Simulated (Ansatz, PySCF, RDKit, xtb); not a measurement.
**C3H7BO3Si: ranking a sample of isomers**

Which of a sample of isomers of C3H7BO3Si is the most stable in the gas at 298.15 K, and what are its properties? The sample is small against all isomers, and the most stable one of this formula need not be in it.

The funnel: GFN2-xTB relaxations, single points with a density functional, relaxations at r2SCAN-D4/def2-SVP, harmonic vibrations (at GFN2-xTB), and a last energy at a higher level. All values are calculated.

### 1 Drawing up candidates

Isomers were taken from a list of plausible structures; this is a sample, not all of them. That gives 7 candidates.

| label | SMILES | spin |
| --- | --- | --- |
| c235 | OB(O)C1=COC[SiH2]1 | singlet |
| c239 | COB1OCC(=O)[SiH2]1 | singlet |
| c364 | OB(O)C1=CO[SiH2]C1 | singlet |
| c475 | OB(O)[Si@@H]1CC=CO1 | singlet |
| c628 | [SiH3]O[B@@H-]1OC=CC=[O+]1 | singlet |
| c666 | [SiH3]OBO[C@@H]1C=CO1 | singlet |
| c695 | O=C1C[SiH](B(O)O)C1 | singlet |

Candidates are built by distance geometry, with a force field where one applies, in up to four conformers (letters a to d).

**Question.** With final energies at CCSD(T)/def2-SVP + MP2/def2-TZVPP - MP2/def2-SVP, which structure will this search put lowest in free energy, and by what margin?

| quantity | value |
| --- | --- |
| lowest structure found | OB(O)C1=CO[SiH2]C1, singlet |
| next finalist | OB(O)[Si@@H]1CC=CO1, singlet, 15.2 kcal/mol higher in G |
| share at equilibrium, among the finalists | 100.0 % |
| dipole moment (PBE0/def2-SVPD) | 2.69 D |
| HOMO energy (PBE0/def2-SVPD) | -6.48 eV |
| LUMO energy (PBE0/def2-SVPD) | -0.30 eV |
| HOMO–LUMO gap (PBE0/def2-SVPD) | 6.17 eV |
| lowest excitation (TD-PBE0/def2-SVPD) | 5.27 eV (f = 0.000) |
| strongest of the states computed, same level | 5.68 eV (f = 0.240) |
| lowest triplet excitation, same level, Tamm-Dancoff | 3.62 eV |
| vertical ionisation energy | 8.39 eV |
| vertical electron affinity | -0.71 eV (unbound: the value depends on the basis) |
| vertical triplet less singlet | +3.59 eV |

The search ends on `OB(O)C1=CO[SiH2]C1`. The margin of 15.2 kcal/mol over the next finalist is beyond the usual error of the last level; it says nothing of structures that weren't ranked. HF/STO-3G, r2SCAN-D4/def2-SVP, r2SCAN-D4/def2-SVP, relaxed, HF/def2-SVP and MP2/def2-SVP already put its bonding pattern lowest among the structures in one piece; GFN2-xTB favours the singlet [SiH3]O[B@@H-]1OC=CC=[O+]1 (c628b, not a finalist). 3 minima inside the window were never screened. The search is not exhaustive (a finite list of starts, one conformer a finalist), so a lower isomer can't be ruled out. Only 7 drawn patterns were tried, so whole families of isomers are missing, and the result ranks this sample alone. The lowest isomer need not be the one that is made and kept in a bottle, which depends on barriers.
